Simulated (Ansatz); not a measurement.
# LaAg: the cost of one run

Method: DFT PBEsol, scalar-relativistic, in Ansatz 0.2.0.

### 1 The system as given

Symmetry: Pm-3m, No. 221, cubic system. Conventional cell: a = 3.760 Å, b = 3.760 Å, c = 3.760 Å, α = 90.00°, β = 90.00°, γ = 90.00°. La (site symmetry m-3m) has 8 Ag at 3.26 Å as nearest neighbours. Ag (site symmetry m-3m) is surrounded by 8 La at 3.26 Å.

Coordinates:

```
CELL_PARAMETERS angstrom
3.76000 0.00000 0.00000
0.00000 3.76000 0.00000
0.00000 0.00000 3.76000
ATOMIC_POSITIONS crystal
La 0.50000 0.50000 0.50000
Ag 0.00000 0.00000 0.00000
```

Atoms are numbered in the order of the input: La1, Ag2.

### 2 The deformed structure

Space group Pm-3m before, P4/mmm after.

### 3 LAPW, all electrons

Input file input.yaml:

```yaml
crystal:
  lattice:
    - [3.76, 0.0, 0.0]
    - [0.0, 3.76, 0.0]
    - [0.0, 0.0, 3.7976]
  atoms:
    - { symbol: La, position: [0.5, 0.5, 0.5] }
    - { symbol: Ag, position: [0.0, 0.0, 0.0] }
kpoints:
  mp_grid: { grid: [9, 9, 9] }
  band_path:
    path:
      - [0.0, 0.0, 0.0]
      - [0.0, 0.5, 0.0]
      - [0.5, 0.5, 0.0]
      - [0.0, 0.0, 0.0]
      - [0.0, 0.0, 0.5]
      - [0.0, 0.5, 0.5]
      - [0.5, 0.5, 0.5]
      - [0.0, 0.0, 0.5]
      - [0.0, 0.5, 0.0]
    npoints: 5
scf:
  occupations: { method: fermi_dirac, width: 0.08 }
hamiltonian:
  xc: pbesol
  pseudopotentials: { kind: all_electron, lapw: { basis_error: 0.00025 } }
output:
  forces: true
  stress: true
  eigenvalues: true
```

Started as:

```sh
> ansatz run input.yaml --threads 1 --pin off --max-ram 3072MiB --backend cpu --events-out ev --progress --plain --runs-dir out
```

What time and memory should one allow on 1 thread of Intel Xeon 6975P-C (Granite Rapids), shared host?

About 17 s, with a peak of 0.47 GiB.
